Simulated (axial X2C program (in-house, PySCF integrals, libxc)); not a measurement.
# All-electron X2C curves of ICr⁻ in the non-relativistic limit (speed of light times 100)

What are the state, bond length, wavenumber and bond energy of ICr⁻?

Method: all-electron X2C, I dyall-av3z, Cr dyall-av3z; program: an in-house X2C program for linear molecules on PySCF integrals.

All values are calculated.

**1. The job**

Contents of task.json:

```json
{"zs": [53, 24], "q": -1, "bas": ["dyall-av3z", "dyall-av3z"], "levels": ["PBE0", "HF", "PBEsol", "BHandHLYP"], "cc": false, "r0": 2.55, "npts": 10, "nst": 2, "ntry": 6, "opt": {"cfac": 100}}
```

Keys: zs atomic numbers; q charge; bas basis sets; levels methods (HF also brings MP2); cc coupled cluster on or off; r0 starting distance in Å; npts points asked for on the curve; nst determinants followed; ntry starts of the search; cfac factor on the speed of light (100 gives the non-relativistic limit).

The run is started by

```bash
$ python so2c.py task.json out
```

The Hamiltonian is the X2C one with the speed of light multiplied by 100, which is the non-relativistic limit. Basis: I dyall-av3z contracted to [11s10p8d2f], Cr dyall-av3z contracted to [10s10p7d3f2g]; Gaussian nuclei, density fitting. Masses: I 126.904 u, Cr 51.941 u.

Notation: σ, π±, δ± give the projection m of an orbital's angular momentum (0, ±1, ±2), α and β its spin, Λ and M_S the sums; ω is the projection of a spinor's total angular momentum and Ω the sum. Logs are in hartree.

The results follow Hamiltonian by Hamiltonian and level by level.

**2. Search for the lowest determinant**

PBE0 moves the distance from 2.550 Å to 2.805 Å and compares determinants there.

Spin-free determinants:

```tsv
ΔE (eV)	state	open shells
0.00	M_S = 3, Λ = 0	beyond closed shells: 2 × σα, π+α, π-α, δ+α, δ-α
0.49	M_S = 2, Λ = 0	beyond closed shells: π+α, π-α, δ+α, δ-α
1.55	M_S = 3, Λ = 1	beyond closed shells: σα, 2 × π+α, π-α, δ+α, δ-α
1.66	M_S = 2, Λ = 1	beyond closed shells: σα, π+α, π+β, π-α, δ+α, δ-α
1.73	M_S = 2, Λ = 1	beyond closed shells: σα, π+α, δ+α, δ-α
2.77	M_S = 3, Λ = 2	beyond closed shells: 2 × σα, 2 × π+α, δ+α, δ-α
3.02	M_S = 3, Λ = 1	beyond closed shells: 3 × σα, π+α, δ+α, δ-α
```

**3. PBE0, non-rel.**

State followed: M_S = 3, Λ = 0 (beyond closed shells: 2 × σα, π+α, π-α, δ+α, δ-α). The scan is laid around 2.805 Å, a first estimate of the minimum, and this SCF restarts from the orbitals of the search.

Output at 2.805 Å:

```text
spin-free X2C-1e  PBE0
basis functions 209  fitting functions 1254  grid points 5804
iter        total energy     max residual
   1      -7964.556665557     1.04e-05
   2      -7964.556665562     1.44e-05
   3      -7964.556665565     4.42e-06
   4      -7964.556665566     4.59e-06
converged
one-electron -11445.40264463  Coulomb 3465.82226055  exact exchange -55.43405213  xc functional -169.51136030  nuclear repulsion 239.96913094
```

Along the bond, energies from the lowest point:

| R (Å) | E (eV) | μ (D) | HOMO (eV) | LUMO (eV) | iterations |
| --- | --- | --- | --- | --- | --- |
| 2.440 | 0.3281 | -5.68 | 0.39 | 1.73 | 15 |
| 2.553 | 0.1236 | -5.16 | 0.30 | 1.73 | 14 |
| 2.637 | 0.0434 | -4.76 | 0.23 | 1.74 | 14 |
| 2.721 | 0.0065 | -4.36 | 0.15 | 1.74 | 14 |
| 2.805 | 0.0000 | -3.96 | 0.07 | 1.74 | 4 |
| 2.903 | 0.0188 | -3.49 | -0.03 | 1.75 | 14 |
| 3.001 | 0.0556 | -3.03 | -0.13 | 1.75 | 13 |
| 3.128 | 0.1182 | -2.43 | -0.27 | 1.74 | 13 |
| 3.282 | 0.2045 | -1.72 | -0.43 | 1.74 | 12 |
| 3.506 | 0.3300 | -0.73 | -0.67 | 1.73 | 12 |

Dipoles are positive if Cr is the positive end and refer to the centre of mass.

Outer orbitals at the reference distance:

| symmetry | occupied | ε (eV) | atomic character |
| --- | --- | --- | --- |
| σα | yes | -12.09 | 82% I s, 7% Cr p, 7% Cr d |
| σβ | yes | -12.06 | 82% I s, 7% Cr p, 6% Cr d |
| σα | yes | -3.58 | 75% I p, 11% Cr d, 9% Cr s |
| σβ | yes | -3.18 | 84% I p, 5% Cr s, 5% Cr p |
| π-α | yes | -2.78 | 82% I p, 14% Cr d, 2% Cr p |
| π+α | yes | -2.78 | 82% I p, 14% Cr d, 2% Cr p |
| π+β | yes | -2.62 | 91% I p, 5% Cr d, 2% Cr p |
| π-β | yes | -2.62 | 91% I p, 5% Cr d, 2% Cr p |
| δ+α | yes | -1.21 | 100% Cr d |
| δ-α | yes | -1.21 | 100% Cr d |
| σα | yes | -1.03 | 72% Cr d, 21% Cr s, 5% I p |
| π-α | yes | -1.01 | 87% Cr d, 9% I p |
| π+α | yes | -1.01 | 87% Cr d, 9% I p |
| σα | yes | 0.07 | 42% Cr s, 30% Cr p, 14% Cr d |
| σα | no | 1.74 | 91% Cr p, 7% Cr s |
| π-α | no | 1.81 | 99% Cr p |
| π+α | no | 1.81 | 99% Cr p |
| σβ | no | 2.01 | 99% Cr p |

PBE0 fields in the half plane through the axis: z from -2.4 to 5.1 Å across, distance from the axis 0.15 to 2.25 Å upwards; I lies at z = 0 and Cr at z = 2.805 Å; the ELF is damped to zero where the density is low.

log10 density (e/bohr³). Ten even steps from '0' (-3.93 ) to '9' (1.84 ):
```
00011122222111111111111111
00112222222222222222221111
01122333333322222222222211
11223344444333333333322221
11233444444433334444332222
12234455555443345554433222
12334556765544456766443322
12334568986544457876543322
```

ELF. Ten even steps from '0' (0.00 ) to '9' (0.90 ):
```
00012344443210011233456654
00124567765421112234456777
01246788887642112233457888
02467899998753112223356899
13578987778873112222346899
14689852225884114654235799
24688626862684138887335799
24788446864484158618424799
```

Re = 2.784 Å, ωe = 154.8 cm⁻¹, ωexe = 0.936 cm⁻¹, Be = 0.05901 cm⁻¹, De = 0.945 eV, μ = -4.06 D.

**4. HF, non-rel.**

The SCF at the reference distance of 2.805 Å:

```text
spin-free X2C-1e  HF
basis functions 209  fitting functions 1254  grid points 5804
iter        total energy     max residual
   1      -7961.347461655     9.80e-02
   2      -7961.376604783     6.47e-03
   3      -7961.378585206     5.27e-03
   4      -7961.379014048     1.61e-03
   5      -7961.379219119     8.95e-04
   6      -7961.379301514     4.05e-04
   7      -7961.379324869     3.06e-04
   8      -7961.379335767     8.34e-05
   9      -7961.379337070     2.29e-05
  10      -7961.379337163     2.16e-05
  11      -7961.379337174     1.31e-05
  12      -7961.379337176     4.18e-06
  13      -7961.379337177     9.24e-07
converged
one-electron -11444.85228816  Coulomb 3465.40993989  exact exchange -221.90611985  xc functional 0.00000000  nuclear repulsion 239.96913094
```

Re = 2.968 Å, ωe = 124.4 cm⁻¹, ωexe = 0.861 cm⁻¹, Be = 0.05192 cm⁻¹, De = 0.699 eV, μ = -3.95 D.

**5. PBEsol, non-rel.**

Output at 2.805 Å:

```text
spin-free X2C-1e  PBEsol
basis functions 209  fitting functions 1254  grid points 5804
iter        total energy     max residual
   1      -7960.525043119     1.31e-01
   2      -7960.524103287     3.99e-02
   3      -7960.475095951     9.07e-02
   4      -7960.532170120     8.85e-03
   5      -7960.532768492     1.01e-03
   6      -7960.532798358     1.73e-03
   7      -7960.532816792     2.83e-05
   8      -7960.532816830     1.15e-05
   9      -7960.532816833     3.23e-06
  10      -7960.532816833     1.38e-06
converged
one-electron -11444.14008739  Coulomb 3464.44857314  exact exchange 0.00000000  xc functional -220.81043352  nuclear repulsion 239.96913094
```

Re = 2.712 Å, ωe = 170.4 cm⁻¹, ωexe = 0.984 cm⁻¹, Be = 0.06219 cm⁻¹, De = 1.14 eV, μ = -4.58 D.

**6. BHandHLYP, non-rel.**

The SCF at the reference distance of 2.805 Å:

```text
spin-free X2C-1e  BHandHLYP
basis functions 209  fitting functions 1254  grid points 5804
iter        total energy     max residual
   1      -7965.143725525     3.22e-02
   2      -7965.146671176     6.98e-03
   3      -7965.146456346     1.14e-02
   4      -7965.147251231     6.98e-04
   5      -7965.147269715     1.95e-04
   6      -7965.147273689     1.10e-04
   7      -7965.147274433     4.28e-05
   8      -7965.147274529     7.02e-06
   9      -7965.147274536     1.94e-06
  10      -7965.147274536     7.79e-07
converged
one-electron -11445.82685623  Coulomb 3466.30569818  exact exchange -110.90514643  xc functional -114.69010099  nuclear repulsion 239.96913094
```

Re = 2.841 Å, ωe = 144.2 cm⁻¹, ωexe = 0.898 cm⁻¹, Be = 0.05666 cm⁻¹, De = 0.845 eV, μ = -3.88 D.

**7. Correlated methods, non-rel.**

Correlated methods: 14 electrons correlated (frozen shells, counted by type: I 4 s, 3 p, 2 d; Cr 3 s, 2 p), 314 virtual spinors in MP2.

MP2: Re = 2.791 Å, ωe = 158.4 cm⁻¹, Be = 0.05873 cm⁻¹, De = 0.997 eV.

**8. A higher determinant, non-rel.**

State: M_S = 2, Λ = 0 (beyond closed shells: π+α, π-α, δ+α, δ-α).

Output at the reference distance:

```text
spin-free X2C-1e  PBE0
basis functions 209  fitting functions 1254  grid points 5804
iter        total energy     max residual
   1      -7964.538751036     4.12e-06
   2      -7964.538751037     6.18e-06
converged
one-electron -11443.81813081  Coulomb 3464.18915208  exact exchange -55.41639771  xc functional -169.46250555  nuclear repulsion 239.96913094
```

| R (Å) | E above the lowest PBE0 point (eV) |
| --- | --- |
| 2.440 | 0.648 |
| 2.553 | 0.495 |
| 2.637 | 0.454 |
| 2.721 | 0.455 |
| 2.805 | 0.487 |
| 2.903 | 0.550 |
| 3.001 | 0.629 |
| 3.128 | 0.744 |
| 3.282 | 0.889 |

Re = 2.673 Å, ωe = 195.6 cm⁻¹, ωexe = 0.889 cm⁻¹, Be = 0.06401 cm⁻¹, μ = -6.31 D. ⟨S²⟩ = 6.83 against 6.00 for a pure state, so this determinant mixes spins. Te = 0.45 eV.

**9. The non-rel. curves together**

Energy (eV) of the followed determinant, non-rel., from each level's lowest point:

| R (Å) | PBE0 | HF | MP2 | PBEsol | BHandHLYP |
| --- | --- | --- | --- | --- | --- |
| 2.440 | 0.328 | 0.649 | 0.358 | 0.223 | 0.420 |
| 2.553 | 0.124 | 0.335 | 0.138 | 0.064 | 0.180 |
| 2.637 | 0.043 | 0.187 | 0.050 | 0.012 | 0.078 |
| 2.721 | 0.007 | 0.091 | 0.009 | 0.000 | 0.023 |
| 2.805 | 0.000 | 0.034 | 0.000 | 0.015 | 0.000 |
| 2.903 | 0.019 | 0.004 | 0.018 | 0.054 | 0.003 |
| 3.001 | 0.056 | 0.000 | 0.056 | 0.109 | 0.027 |
| 3.128 | 0.118 | 0.020 | 0.120 | 0.190 | 0.076 |
| 3.282 | 0.204 | 0.067 | 0.210 | 0.295 | 0.150 |
| 3.506 | 0.330 | 0.151 | 0.341 | 0.442 | 0.262 |

The whole job took 3 min on 1 thread, shared host.

**10. What came out**

Lowest determinant that the search found at its distance, non-rel.: M_S = 3, Λ = 0 (beyond closed shells: 2 × σα, π+α, π-α, δ+α, δ-α).

```json
{"Hamiltonian": "non-rel.", "level": "PBE0", "Re (Å)": "2.784", "ωe (cm⁻¹)": "154.8", "De (eV)": "0.945", "μ (D)": "-4.06"}
{"Hamiltonian": "non-rel.", "level": "HF", "Re (Å)": "2.968", "ωe (cm⁻¹)": "124.4", "De (eV)": "0.699", "μ (D)": "-3.95"}
{"Hamiltonian": "non-rel.", "level": "MP2", "Re (Å)": "2.791", "ωe (cm⁻¹)": "158.4", "De (eV)": "0.997", "μ (D)": "n/a"}
{"Hamiltonian": "non-rel.", "level": "PBEsol", "Re (Å)": "2.712", "ωe (cm⁻¹)": "170.4", "De (eV)": "1.14", "μ (D)": "-4.58"}
{"Hamiltonian": "non-rel.", "level": "BHandHLYP", "Re (Å)": "2.841", "ωe (cm⁻¹)": "144.2", "De (eV)": "0.845", "μ (D)": "-3.88"}
```

Dipoles are positive if Cr is the positive end and refer to the centre of mass.

Time per point (s) on 1 thread, shared host (non-rel. runs); the times are rough: PBE0 1.2, HF 0.79, MP2 1.1, PBEsol 0.67, BHandHLYP 1.2.

Bond lengths run from 2.712 Å (non-rel. PBEsol) to 2.968 Å (non-rel. HF).

De refers to I- + Cr, each in the lowest determinant found, which need not be this curve's own limit. Each curve is one determinant whose occupation by symmetry is held fixed; it was picked as the lowest of a PBE0 search that is not exhaustive. De is counted from the lowest determinant-based energies of the atoms at the same level, without counterpoise correction. With several unpaired electrons one determinant need not be a pure state. These are model numbers, with the speed of light changed.
